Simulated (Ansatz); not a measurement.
**AlB3P4: from a guess to a relaxed structure**

Aim: relax a trial structure of AlB3P4 and see where it ends.

Computed with Ansatz 0.2.0 (DFT PBE, scalar-relativistic, plane waves, PAW, unless a step's input says otherwise).

## (1) The structure to begin with

The structure is tetragonal, space group P-4m2 (No. 115). The conventional cell has a = 3.477 Å, b = 3.477 Å, c = 9.835 Å, α = 90.00°, β = 90.00°, γ = 90.00°. Al (site symmetry -4m2) is surrounded by 4 P at 2.13 Å. B (site symmetry 2mm) has 4 P at 2.13 Å as nearest neighbours. B (site symmetry -4m2) is surrounded by 4 P at 2.13 Å. Around P (site symmetry 2mm) lie 2 Al at 2.13 Å and 2 B at 2.13 Å. P (site symmetry 2mm) is surrounded by 4 B at 2.13 Å.

Coordinates:

```cif
data_structure
_symmetry_space_group_name_H-M 'P-4m2'
_symmetry_Int_Tables_number 115
_cell_length_a 3.4771
_cell_length_b 3.4771
_cell_length_c 9.8348
_cell_angle_alpha 90.000
_cell_angle_beta 90.000
_cell_angle_gamma 90.000
_cell_volume 118.91
loop_
_atom_site_label
_atom_site_type_symbol
_atom_site_symmetry_multiplicity
_atom_site_Wyckoff_symbol
_atom_site_fract_x
_atom_site_fract_y
_atom_site_fract_z
_atom_site_occupancy
Al1 Al 1 b 0.50000 0.50000 0.00000 1
B1 B 2 e 0.00000 0.00000 0.75000 1
B2 B 1 c 0.50000 0.50000 0.50000 1
P1 P 2 g 0.50000 0.00000 0.12500 1
P2 P 2 g 0.00000 0.50000 0.37500 1
```

The start is an ordering of an alloy on its end members' structure types: elements ordered on the sites of the AlP type, B/Al on Al (P-4m2, No. 115).

## (2) Probe: one point on a coarse mesh

Contents of input.yaml:

```yaml
crystal:
  lattice:
    - [3.47712884, 0.0, 0.0]
    - [0.0, 3.47712884, 0.0]
    - [0.0, 0.0, 9.83480552]
  atoms:
    - { symbol: Al, position: [0.5, 0.5, 0.0] }
    - { symbol: B, position: [0.0, 0.0, 0.75] }
    - { symbol: B, position: [0.0, 0.0, 0.25] }
    - { symbol: B, position: [0.5, 0.5, 0.5] }
    - { symbol: P, position: [0.5, 0.0, 0.125] }
    - { symbol: P, position: [0.0, 0.5, 0.375] }
    - { symbol: P, position: [0.5, 0.0, 0.625] }
    - { symbol: P, position: [0.0, 0.5, 0.875] }
basis:
  ecutwfc: 420
kpoints:
  mp_grid: { grid: [6, 6, 2] }
hamiltonian:
  xc: pbe
scf:
  occupations: { method: gaussian, width: 0.1 }
  lower_state_search: "off"
output:
  forces: true
  stress: true
  eigenvalues: true
```

On the command line:

```console
$ ansatz run input.yaml --threads 1 --pin off --max-ram 2560MiB --backend cpu --events-out ev --progress --plain --runs-dir out
```

What it wrote, cut to the lines that bear on the results:

```text
Warning: RAYON_NUM_THREADS=1 ignored (pool sized by the plan → 1); use --threads N
[...]
Pseudopotentials: kind: paw
Pseudopotential: Al, paw, valence charge 3, recommended cutoff 420 eV (normal), Al.paw.azcp
Pseudopotential: B, paw, valence charge 3, recommended cutoff 420 eV (normal), B.paw.azcp
Pseudopotential: P, paw, valence charge 5, recommended cutoff 420 eV (normal), P.paw.azcp
Functional definition: PBE
[...]
Crystal: 8 atoms, lattice volume = 118.907 Å³
Basis set: ecut = 420 eV, 2301 PW (Γ), exchange–correlation on 48×48×144 points (8 copies of the dense FFT grid, shifted against one another)
Bands: 24, of which v1, the nominal top of the filled ones, is band 16 counted from 1 (15 counted from 0)
Symmetry: 8 space group operations
Space group: P-4m2 (ITA 115), of the structure as read, at distance tolerance 4.9e-5 Å
k-points: 20 of 72
[...]
SCF iter   1: F=—  HF=-4028.288682 eV  |F-HF|=—  |Δ(HF+E_count)|=         —  Δρ=1.57e-3  dr2=9.68e-3  ethr=1.77e-3  ⟨swp⟩=7.5  Hψ=2952  notcnv=0
[...]
SCF iter   7: F=-4028.288575 eV  HF=-4028.288575 eV  |F-HF|=5.32e-9  |Δ(HF+E_count)|=   3.03e-8  Δρ=1.96e-6  dr2=6.48e-9  ethr=3.13e-10  ⟨swp⟩=9.5  Hψ=2242  notcnv=0
[...]
SCF converged after 7 iterations
Free energy (F): -4028.288575 eV
[...]
E sigma→0 (E₀):  -4028.288575 eV
Fermi energy:    7.492209 eV
[...]
--- Forces (eV/Å), atoms counted from 1 ---
  atom   1  Al    -0.00000000     0.00000000     0.00000000
  atom   2  B     -0.00000000     0.00000000    -0.35963999
  atom   3  B     -0.00000000     0.00000000     0.35963999
  atom   4  B      0.00000000     0.00000000     0.00000000
  atom   5  P      0.00000000     0.00000000     5.18680317
  atom   6  P      0.00000000     0.00000000     0.05843383
  atom   7  P      0.00000000     0.00000000    -0.05843383
  atom   8  P     -0.00000000     0.00000000    -5.18680317
[...]
--- Stress (GPa, compression-positive) ---
       -2.806341       0.000000      -0.000000
        0.000000      -2.806341       0.000000
       -0.000000       0.000000      -3.923921
  P = ⅓ Tr σ = -3.1789 GPa (-31.789 kbar)
--- Band table (eV; the first three rows and the last of 20) ---
  k-point 0: bands = ["-6.6853", "-5.4640", "-5.4601", "-3.0208", "-0.3927", "3.0921", "3.5815", "3.6641", "3.6641", "4.6190", "4.6190", "4.9666", "4.9666", "6.6925", "6.9587", "6.9587", "8.4994", "8.6243", "8.7868", "8.9109", "10.1004", "10.1177", "10.1178"]
[...]
```

It took 4.5 s on 1 thread of Intel Xeon at 2.70GHz, shared host; peak memory 0.35 GiB.

From the probe: pressure -3.2 GPa, largest force 5.19 eV/Å, gap on this mesh 1.06 eV. A guess like this is first relaxed loosely on the coarse mesh.

## (3) A loose first relaxation

input.yaml, as its differences from that of step 2:

```diff
@@ -27 +27,6 @@
   eigenvalues: true
+relax:
+  adjacent_minimum: "off"
+  f_tol: 0.04
+  max_steps: 70
+  cell: { stress_tol: 0.4 }
```

On the command line:

```console
$ ansatz run input.yaml --threads 1 --pin off --max-ram 2560MiB --backend cpu --events-out ev --progress --plain --runs-dir out
```

What it wrote:

```text
Warning: RAYON_NUM_THREADS=1 ignored (pool sized by the plan → 1); use --threads N
Engine: ansatz 0.2.0, x86_64-unknown-linux-gnu
[... 5 set-up lines as earlier in the session ...]
  parameter kappa = 0.804
  parameter beta = 0.06672455060314922
  exchange = pbe_x(kappa = kappa, mu = beta*pi^2/3)
  correlation = pbe_c(beta = beta)
Crystal: 8 atoms, lattice volume = 118.907 Å³
Basis set: ecut = 420 eV, 2301 PW (Γ), exchange–correlation on 48×48×144 points (8 copies of the dense FFT grid, shifted against one another)
Bands: 24, of which v1, the nominal top of the filled ones, is band 16 counted from 1 (15 counted from 0)
[... 2 set-up lines as earlier in the session ...]
k-points: 20 of 72
Non-local potential: Al, projectors of the file, l = 0: 2, l = 1: 2, l = 2: 1
Non-local potential: B, projectors of the file, l = 0: 2, l = 1: 2, l = 2: 1
Non-local potential: P, projectors of the file, l = 0: 2, l = 1: 2, l = 2: 2
PAW form: soft (Blöchl's): semilocal exchange-correlation on the pseudo side does not see the compensation charge
PAW one-centre angular grid: Al, 110 points (default); XC on 64 Gauss nodes
PAW one-centre angular grid: B, 110 points (default); XC on 64 Gauss nodes
PAW one-centre angular grid: P, 110 points (default); XC on 64 Gauss nodes
Initial density: superposition of atomic densities (neutral atoms: chi_scale 0, normalization atom), corrected by the library's trained network
Initial wavefunctions: pseudopotential atomic-orbital guess
Functional: x = pbe(κ = 0.804, μ = 0.2195149727645171), c = pbe(β = 0.06672455060314922)
SCF iter   1: F=—  HF=-4028.288682 eV  |F-HF|=—  |Δ(HF+E_count)|=         —  Δρ=1.57e-3  dr2=9.68e-3  ethr=1.77e-3  ⟨swp⟩=7.5  Hψ=2952  notcnv=0
preconditioner: auto → Resta (q_TF=auto, 2.192 Å⁻¹)  ε∞=5.2  [insulator: Δε(μ)=1.055 eV  Ē_g=9.414 eV  σ=0.100 eV  W_gap=1.00  n_scr=18 (ndim 8)  ℏωp=19.3 eV  f_vac=0.000  D(μ)=0.00/eV (n_scr^D=0)  ε∞_Penn≈5.2]
SCF iter   2: F=—  HF=-4028.288841 eV  |F-HF|=—  |Δ(HF+E_count)|=   1.59e-4  Δρ=1.05e-3  dr2=1.74e-3  ethr=3.03e-5  ⟨swp⟩=2.1  Hψ=857  notcnv=0  defer=2
SCF iter   3: F=—  HF=-4028.288631 eV  |F-HF|=—  |Δ(HF+E_count)|=   2.10e-4  Δρ=3.13e-4  dr2=2.85e-4  ethr=5.43e-6  ⟨swp⟩=2.3  Hψ=672  notcnv=0  defer=2
SCF iter   4: F=—  HF=-4028.288628 eV  |F-HF|=—  |Δ(HF+E_count)|=   2.47e-6  Δρ=1.04e-4  dr2=2.49e-5  ethr=8.90e-7  ⟨swp⟩=2.7  Hψ=689  notcnv=0  defer=2
SCF iter   5: F=—  HF=-4028.288574 eV  |F-HF|=—  |Δ(HF+E_count)|=   5.41e-5  Δρ=2.67e-5  dr2=1.22e-6  ethr=7.77e-8  ⟨swp⟩=2.6  Hψ=723  notcnv=0  defer=2
SCF iter   6: F=—  HF=-4028.288575 eV  |F-HF|=—  |Δ(HF+E_count)|=   5.17e-7  Δρ=8.23e-6  dr2=1.81e-7  ethr=3.82e-9  ⟨swp⟩=2.0  Hψ=719  notcnv=0  defer=2
SCF iter   7: F=-4028.288575 eV  HF=-4028.288575 eV  |F-HF|=5.30e-9  |Δ(HF+E_count)|=   3.01e-8  Δρ=1.95e-6  dr2=6.45e-9  ethr=3.13e-10  ⟨swp⟩=10.4  Hψ=2389  notcnv=0
SCF 1 converged in 7 iterations: F = -4028.288575 eV  dr2 = 6.45e-9
relax step   1: F+E_penalty+E_count = -4028.28857470 eV  Δ(F+E_penalty+E_count) = +0.000e0 eV  max|allowed force component| = 5.187e0 eV/Å  Δτ_max = 0.0000 Å  P = -3.179 GPa  Ω = 118.907 Å³  (7 SCF iters, dr2 threshold 1.00e-7 eV, accepted)
Crystal: 8 atoms, lattice volume = 115.664 Å³
Basis set: ecut = 420 eV, 2245 PW (Γ), exchange–correlation on 48×48×144 points (8 copies of the dense FFT grid, shifted against one another)
Initial density: handed on by an earlier stage of this run
Initial wavefunctions: those handed on with the density
iter 1 solved again at ethr=1.13e-3 eV; its pass at ethr=3.10e-3 eV (dr2=3.61e-1 eV) is discarded
SCF iter   1: F=—  HF=-4029.915200 eV  |F-HF|=—  |Δ(HF+E_count)|=         —  Δρ=1.54e-2  dr2=3.67e-1  ethr=1.13e-3  ⟨swp⟩=1.3  Hψ=3515  notcnv=0
preconditioner: auto → Resta (q_TF=auto, 2.202 Å⁻¹)  ε∞=5.1  [insulator: Δε(μ)=0.894 eV  Ē_g=9.622 eV  σ=0.100 eV  W_gap=1.00  n_scr=18 (ndim 8)  ℏωp=19.5 eV  f_vac=0.000  D(μ)=0.00/eV (n_scr^D=0)  ε∞_Penn≈5.1]
SCF iter   2: F=—  HF=-4029.848840 eV  |F-HF|=—  |Δ(HF+E_count)|=   6.64e-2  Δρ=7.02e-3  dr2=4.28e-2  ethr=1.13e-3  ⟨swp⟩=3.3  Hψ=810  notcnv=0
SCF iter   3: F=—  HF=-4029.843336 eV  |F-HF|=—  |Δ(HF+E_count)|=   5.50e-3  Δρ=2.07e-3  dr2=3.51e-3  ethr=1.34e-4  ⟨swp⟩=2.3  Hψ=697  notcnv=0  defer=1
SCF iter   4: F=—  HF=-4029.843477 eV  |F-HF|=—  |Δ(HF+E_count)|=   1.41e-4  Δρ=3.19e-4  dr2=1.71e-4  ethr=1.10e-5  ⟨swp⟩=2.4  Hψ=780  notcnv=0  defer=1
SCF iter   5: F=—  HF=-4029.843520 eV  |F-HF|=—  |Δ(HF+E_count)|=   4.28e-5  Δρ=9.50e-5  dr2=1.29e-5  ethr=5.34e-7  ⟨swp⟩=2.6  Hψ=804  notcnv=0  defer=1
SCF iter   6: F=-4029.843532 eV  HF=-4029.843532 eV  |F-HF|=4.25e-7  |Δ(HF+E_count)|=   1.17e-5  Δρ=2.33e-5  dr2=7.33e-7  ethr=2.50e-9  ⟨swp⟩=7.8  Hψ=2916  notcnv=0
SCF 2 converged in 6 iterations: F = -4029.843532 eV  dr2 = 7.33e-7
relax step   2: F+E_penalty+E_count = -4029.84353194 eV  Δ(F+E_penalty+E_count) = -1.555e0 eV  max|allowed force component| = 1.882e0 eV/Å  Δτ_max = 0.1981 Å  P = -4.146 GPa  Ω = 115.664 Å³  energy of the carried Pulay correction = +1.481e-3 eV  (6 SCF iters, dr2 threshold 8.00e-7 eV, accepted)
Crystal: 8 atoms, lattice volume = 108.625 Å³
Basis set: ecut = 420 eV, 2145 PW (Γ), exchange–correlation on 48×48×144 points (8 copies of the dense FFT grid, shifted against one another)
iter 1 solved again at ethr=2.70e-3 eV; its pass at ethr=3.10e-3 eV (dr2=8.63e-1 eV) is discarded
SCF iter   1: F=—  HF=-4030.395195 eV  |F-HF|=—  |Δ(HF+E_count)|=         —  Δρ=2.25e-2  dr2=8.67e-1  ethr=2.70e-3  ⟨swp⟩=1.0  Hψ=3724  notcnv=0
preconditioner: auto → Resta (q_TF=auto, 2.226 Å⁻¹)  ε∞=5.1  [insulator: Δε(μ)=0.322 eV  Ē_g=9.912 eV  σ=0.100 eV  W_gap=0.98  n_scr=18 (ndim 8)  ℏωp=20.2 eV  f_vac=0.000  D(μ)=0.10/eV (n_scr^D=0)  ε∞_Penn≈5.1]
SCF iter   2: F=—  HF=-4030.244937 eV  |F-HF|=—  |Δ(HF+E_count)|=   1.50e-1  Δρ=9.66e-3  dr2=8.02e-2  ethr=2.70e-3  ⟨swp⟩=3.1  Hψ=785  notcnv=0
SCF iter   3: F=—  HF=-4030.235987 eV  |F-HF|=—  |Δ(HF+E_count)|=   8.95e-3  Δρ=3.44e-3  dr2=1.03e-2  ethr=2.51e-4  ⟨swp⟩=1.6  Hψ=687  notcnv=0  defer=9
SCF iter   4: F=—  HF=-4030.236228 eV  |F-HF|=—  |Δ(HF+E_count)|=   2.41e-4  Δρ=3.88e-4  dr2=1.88e-4  ethr=3.22e-5  ⟨swp⟩=2.8  Hψ=761  notcnv=0  defer=9
SCF iter   5: F=—  HF=-4030.236363 eV  |F-HF|=—  |Δ(HF+E_count)|=   1.35e-4  Δρ=1.20e-4  dr2=1.68e-5  ethr=5.88e-7  ⟨swp⟩=2.2  Hψ=690  notcnv=0  defer=9
SCF iter   6: F=-4030.236381 eV  HF=-4030.236380 eV  |F-HF|=1.91e-7  |Δ(HF+E_count)|=   1.79e-5  Δρ=2.25e-5  dr2=6.82e-7  ethr=2.50e-9  ⟨swp⟩=10.2  Hψ=3047  notcnv=0
SCF 3 converged in 6 iterations: F = -4030.236381 eV  dr2 = 6.82e-7
relax step   3: F+E_penalty+E_count = -4030.23638069 eV  Δ(F+E_penalty+E_count) = -3.928e-1 eV  max|allowed force component| = 5.326e-1 eV/Å  Δτ_max = 0.1968 Å  P = +1.472 GPa  Ω = 108.625 Å³  energy of the carried Pulay correction = +4.841e-3 eV  (6 SCF iters, dr2 threshold 8.00e-7 eV, accepted)
Crystal: 8 atoms, lattice volume = 110.017 Å³
Basis set: ecut = 420 eV, 2169 PW (Γ), exchange–correlation on 48×48×144 points (8 copies of the dense FFT grid, shifted against one another)
iter 1 solved again at ethr=2.02e-4 eV; its pass at ethr=3.10e-3 eV (dr2=6.47e-2 eV) is discarded
SCF iter   1: F=—  HF=-4030.369103 eV  |F-HF|=—  |Δ(HF+E_count)|=         —  Δρ=5.90e-3  dr2=6.66e-2  ethr=2.02e-4  ⟨swp⟩=1.4  Hψ=3224  notcnv=0
preconditioner: auto → Resta (q_TF=auto, 2.221 Å⁻¹)  ε∞=5.2  [insulator: Δε(μ)=0.572 eV  Ē_g=9.821 eV  σ=0.100 eV  W_gap=1.00  n_scr=18 (ndim 8)  ℏωp=20.0 eV  f_vac=0.000  D(μ)=0.00/eV (n_scr^D=0)  ε∞_Penn≈5.2]
SCF iter   2: F=—  HF=-4030.358539 eV  |F-HF|=—  |Δ(HF+E_count)|=   1.06e-2  Δρ=2.54e-3  dr2=5.38e-3  ethr=2.02e-4  ⟨swp⟩=2.1  Hψ=606  notcnv=0
SCF iter   3: F=—  HF=-4030.358375 eV  |F-HF|=—  |Δ(HF+E_count)|=   1.63e-4  Δρ=9.56e-4  dr2=7.39e-4  ethr=1.68e-5  ⟨swp⟩=2.2  Hψ=627  notcnv=0
SCF iter   4: F=—  HF=-4030.358536 eV  |F-HF|=—  |Δ(HF+E_count)|=   1.60e-4  Δρ=1.20e-4  dr2=2.41e-5  ethr=2.31e-6  ⟨swp⟩=2.3  Hψ=809  notcnv=0
SCF iter   5: F=—  HF=-4030.358539 eV  |F-HF|=—  |Δ(HF+E_count)|=   3.67e-6  Δρ=3.77e-5  dr2=1.80e-6  ethr=7.53e-8  ⟨swp⟩=2.1  Hψ=750  notcnv=0
SCF iter   6: F=-4030.358541 eV  HF=-4030.358541 eV  |F-HF|=8.18e-8  |Δ(HF+E_count)|=   1.72e-6  Δρ=8.39e-6  dr2=8.11e-8  ethr=2.50e-9  ⟨swp⟩=7.9  Hψ=2457  notcnv=0
SCF 4 converged in 6 iterations: F = -4030.358541 eV  dr2 = 8.11e-8
relax step   4: F+E_penalty+E_count = -4030.35854109 eV  Δ(F+E_penalty+E_count) = -1.222e-1 eV  max|allowed force component| = 4.717e-2 eV/Å  Δτ_max = 0.0456 Å  P = +0.241 GPa  Ω = 110.017 Å³  energy of the carried Pulay correction = +4.160e-3 eV  (6 SCF iters, dr2 threshold 8.00e-7 eV, accepted)
Crystal: 8 atoms, lattice volume = 110.179 Å³
iter 1 solved again at ethr=7.53e-7 eV; its pass at ethr=3.10e-3 eV (dr2=2.41e-4 eV) is discarded
SCF iter   1: F=—  HF=-4030.359652 eV  |F-HF|=—  |Δ(HF+E_count)|=         —  Δρ=3.88e-4  dr2=2.70e-4  ethr=7.53e-7  ⟨swp⟩=3.2  Hψ=2972  notcnv=0
preconditioner: auto → Resta (q_TF=auto, 2.220 Å⁻¹)  ε∞=5.2  [insulator: Δε(μ)=0.519 eV  Ē_g=9.822 eV  σ=0.100 eV  W_gap=1.00  n_scr=18 (ndim 8)  ℏωp=20.0 eV  f_vac=0.000  D(μ)=0.00/eV (n_scr^D=0)  ε∞_Penn≈5.2]
SCF iter   2: F=—  HF=-4030.359658 eV  |F-HF|=—  |Δ(HF+E_count)|=   6.39e-6  Δρ=1.96e-4  dr2=3.62e-5  ethr=7.53e-7  ⟨swp⟩=1.6  Hψ=509  notcnv=0
SCF iter   3: F=—  HF=-4030.359657 eV  |F-HF|=—  |Δ(HF+E_count)|=   7.63e-7  Δρ=5.90e-5  dr2=3.03e-6  ethr=1.13e-7  ⟨swp⟩=2.7  Hψ=681  notcnv=0
SCF iter   4: F=-4030.359658 eV  HF=-4030.359658 eV  |F-HF|=4.06e-8  |Δ(HF+E_count)|=   7.02e-7  Δρ=7.87e-6  dr2=8.79e-8  ethr=2.50e-9  ⟨swp⟩=8.2  Hψ=2413  notcnv=0
SCF 5 converged in 4 iterations: F = -4030.359658 eV  dr2 = 8.79e-8
relax step   5: F+E_penalty+E_count = -4030.35965822 eV  Δ(F+E_penalty+E_count) = -1.117e-3 eV  max|allowed force component| = 7.624e-3 eV/Å  Δτ_max = 0.0024 Å  P = -0.003 GPa  Ω = 110.179 Å³  energy of the carried Pulay correction = +4.081e-3 eV  (4 SCF iters, dr2 threshold 8.00e-7 eV, accepted)
Initial wavefunctions: pseudopotential atomic-orbital guess (no wavefunctions were taken with the density)
iter 1 solved again at ethr=4.80e-7 eV; its pass at ethr=3.10e-3 eV (dr2=1.53e-4 eV) is discarded
SCF iter   1: F=—  HF=-4030.356586 eV  |F-HF|=—  |Δ(HF+E_count)|=         —  Δρ=9.96e-5  dr2=1.18e-6  ethr=4.80e-7  ⟨swp⟩=3.4  Hψ=4296  notcnv=0
preconditioner: auto → Resta (q_TF=auto, 2.220 Å⁻¹)  ε∞=5.2  [insulator: Δε(μ)=0.524 eV  Ē_g=9.822 eV  σ=0.100 eV  W_gap=1.00  n_scr=18 (ndim 8)  ℏωp=20.0 eV  f_vac=0.000  D(μ)=0.00/eV (n_scr^D=0)  ε∞_Penn≈5.2]
SCF iter   2: F=—  HF=-4030.356639 eV  |F-HF|=—  |Δ(HF+E_count)|=   5.30e-5  Δρ=5.29e-5  dr2=3.29e-7  ethr=3.69e-9  ⟨swp⟩=2.5  Hψ=790  notcnv=0
SCF iter   3: F=—  HF=-4030.356642 eV  |F-HF|=—  |Δ(HF+E_count)|=   3.02e-6  Δρ=3.94e-6  dr2=5.40e-9  ethr=1.03e-9  ⟨swp⟩=2.0  Hψ=801  notcnv=0
SCF iter   4: F=-4030.356642 eV  HF=-4030.356642 eV  |F-HF|=7.75e-10  |Δ(HF+E_count)|=   1.72e-8  Δρ=7.50e-7  dr2=5.98e-10  ethr=1.60e-11  ⟨swp⟩=7.5  Hψ=2169  notcnv=0
SCF 6 converged in 4 iterations: F = -4030.356642 eV  dr2 = 5.98e-10
relax step   6: F+E_penalty+E_count = -4030.35664195 eV  Δ(F+E_penalty+E_count) = +3.016e-3 eV  max|allowed force component| = 7.383e-3 eV/Å  Δτ_max = 0.0000 Å  P = -0.032 GPa  Ω = 110.179 Å³  stress off target by 3.95e-2 GPa  SCF on the basis re-selected at this cell (its energy is not comparable with the rows above)  (4 SCF iters)
basis re-selected at this cell: Δ(F+E_penalty+E_count) = +3.016e-3 eV, ΔP = -0.030 GPa vs the last step (what re-selecting the basis moved, of the pressure what is left beyond the Pulay correction that the steps carried, after the strain that the cell walked since its last selection, with what the two solves' SCF thresholds leave and, on support functions, any second-order correction that the steps lacked; it is no measure of the basis error at this ecutwfc). This SCF's stress stands 3.95e-2 GPa from its target on what of the cell is left free (relax.cell.stress_tol is 4.00e-1 GPa) and its largest allowed force component is 7.38e-3 eV/Å (relax.f_tol is 4.00e-2 eV/Å): within both
SCF converged after 4 iterations
Free energy (F): -4030.356642 eV
Harris-Foulkes:  -4030.356642 eV  (|F-HF|=7.75e-10)
Internal energy: -4030.356640 eV  (E = F + TS)
E sigma→0 (E₀):  -4030.356641 eV
Entropy (-TS):   -0.000002 eV (-0.000 meV/atom)
Fermi energy:    8.854983 eV
--- Per-component energies (eV) ---
  E_band       = 64.554005
  E_kinetic    = 453.442639
  E_local      = -368.605692  (includes V_loc(G=0)·N_el)
  E_nonlocal   = 179.935623
  E_hartree    = 115.531161
  E_xc         = -384.322309
  E_vxc        = -389.316756  (∫ρ·V_xc dr)
  E_paw        = -2980.786062  (= ΣΔE_a)
  E_vpaw       = -41.964230  (= ΣTr[D̂ρ^β])
  E_aug_tail   = 0.000001  (compensation charges beyond the density's cutoff)
  E_ewald      = -1045.552000
  E_smearing   = -0.000002  (= −TS)
  E_closure    = 0.000000  (closes the sum)
  Σ components = -4030.356642   (vs F -4030.356642, Δ=0.00e0)
--- Forces (eV/Å), atoms counted from 1 ---
  atom   1  Al    -0.00000000     0.00000000     0.00000000
  atom   2  B     -0.00000000    -0.00000000    -0.00035267
  atom   3  B     -0.00000000    -0.00000000     0.00035267
  atom   4  B     -0.00000000    -0.00000000     0.00000000
  atom   5  P      0.00000000     0.00000000     0.00738274
  atom   6  P      0.00000000     0.00000000    -0.00513153
  atom   7  P      0.00000000    -0.00000000     0.00513153
  atom   8  P      0.00000000     0.00000000    -0.00738274
  max |Σ_I F_I| component: 2.06e-16 eV/Å
--- Stress (GPa, compression-positive) ---
       -0.039504       0.000000      -0.000000
        0.000000      -0.039504      -0.000000
       -0.000000      -0.000000      -0.017648
  P = ⅓ Tr σ = -0.0322 GPa (-0.322 kbar)
--- Band table (eV; the first three rows and the last of 20) ---
  k-point 0: bands = ["-6.5898", "-5.4532", "-4.5454", "-2.2858", "0.1843", "4.0244", "4.0373", "4.0373", "4.3750", "5.0344", "5.0344", "6.3209", "6.3209", "7.8884", "8.5871", "8.5871", "9.1858", "9.2035", "9.9727", "10.0526", "11.4125", "11.5342", "11.5342", "12.1233"]
  k-point 1: bands = ["-6.5188", "-5.7615", "-3.8162", "-3.1167", "1.6060", "1.8371", "4.0665", "4.0665", "4.9194", "4.9194", "6.3413", "6.5542", "6.5542", "6.8561", "8.2684", "8.2684", "9.1105", "9.2294", "10.1646", "10.3341", "10.8474", "11.4393", "12.2827", "12.2827"]
  k-point 2: bands = ["-6.2901", "-5.1770", "-4.2856", "-2.2282", "0.3617", "2.5436", "2.7366", "3.7625", "4.2782", "5.2180", "5.2307", "5.6412", "6.4125", "6.6711", "7.2230", "8.5084", "9.6368", "10.4892", "10.8561", "11.3764", "11.7788", "11.8210", "12.3175", "13.1133"]
  k-point 19: bands = ["-2.4173", "-2.4173", "-1.9272", "-1.9272", "-0.3071", "-0.1758", "-0.1063", "2.3326", "3.2276", "3.3938", "3.3938", "3.7374", "3.7877", "4.0725", "4.0725", "4.2063", "10.1651", "10.1651", "10.3766", "10.8704", "10.9067", "11.2291", "11.3783", "11.3783"]
--- Relaxed structure (5 steps of the walk, 5 accepted, 1 SCFs on fresh bases) ---
  F+E_penalty+E_count = -4030.35664195 eV   max|allowed force component| = 7.383e-3 eV/Å   (the final SCF, on the basis selected at the relaxed cell)
  cell:  # Å, volume = 110.1792 Å³
    - [3.347960186356019, 0.0, 4.221698184719549e-33]
    - [0.0, 3.347960186356019, 0.0]
    - [1.1940765649297537e-32, 0.0, 9.829673848490025]
  atoms:
    - { symbol: Al, position: [0.5, 0.5, 5.512067169405015e-21] }
    - { symbol: B, position: [-7.091460499126292e-33, 0.0, 0.7273188147024864] }
    - { symbol: B, position: [1.211623712323266e-35, 0.0, 0.2726811852975134] }
    - { symbol: B, position: [0.5, 0.5, 0.49999999999999994] }
    - { symbol: P, position: [0.5, 0.0, 0.16075561873297367] }
    - { symbol: P, position: [3.570828169318414e-33, 0.5, 0.3863998337271133] }
    - { symbol: P, position: [0.5, 0.0, 0.6136001662728865] }
    - { symbol: P, position: [-7.008377730281269e-33, 0.5, 0.8392443812670259] }
```

Run time: 30 s. Hardware: 1 thread of Intel Xeon at 2.70GHz, shared host; peak memory 0.38 GiB.

The steps of the relaxation:

```
step  E - E(step 1) (eV/cell)  largest force component (eV/Å)  pressure (GPa)  volume (Å³)
   1                   0.0000                          5.1868           -3.18       118.91
   2                  -1.5550                          1.8816           -4.15       115.66
   3                  -1.9478                          0.5326            1.47       108.62
   4                  -2.0700                          0.0472            0.24       110.02
   5                  -2.0711                          0.0076            0.00       110.18
   6                  -2.0681                          0.0074           -0.03       110.18
```

Step 1 is the start. Step 6 repeats the geometry before it on a plane-wave basis chosen anew for that cell, so its energy need not be comparable with the rows above.

|  | before | after | change |
| --- | --- | --- | --- |
| a (Å) | 3.477 | 3.348 | -3.7 % |
| b (Å) | 3.477 | 3.348 | -3.7 % |
| c (Å) | 9.835 | 9.830 | -0.1 % |
| volume (Å³/atom) | 14.86 | 13.77 | -7.3 % |
| shortest distance (Å) | 2.129 | 2.003 | -5.9 % |
| space group (0.01 Å) | P-4m2 | P-4m2 | same |

Forces and stress were held to the start's 8 operations: a distortion of lower symmetry was not tested.

(Part 1 of 2 ends here.)
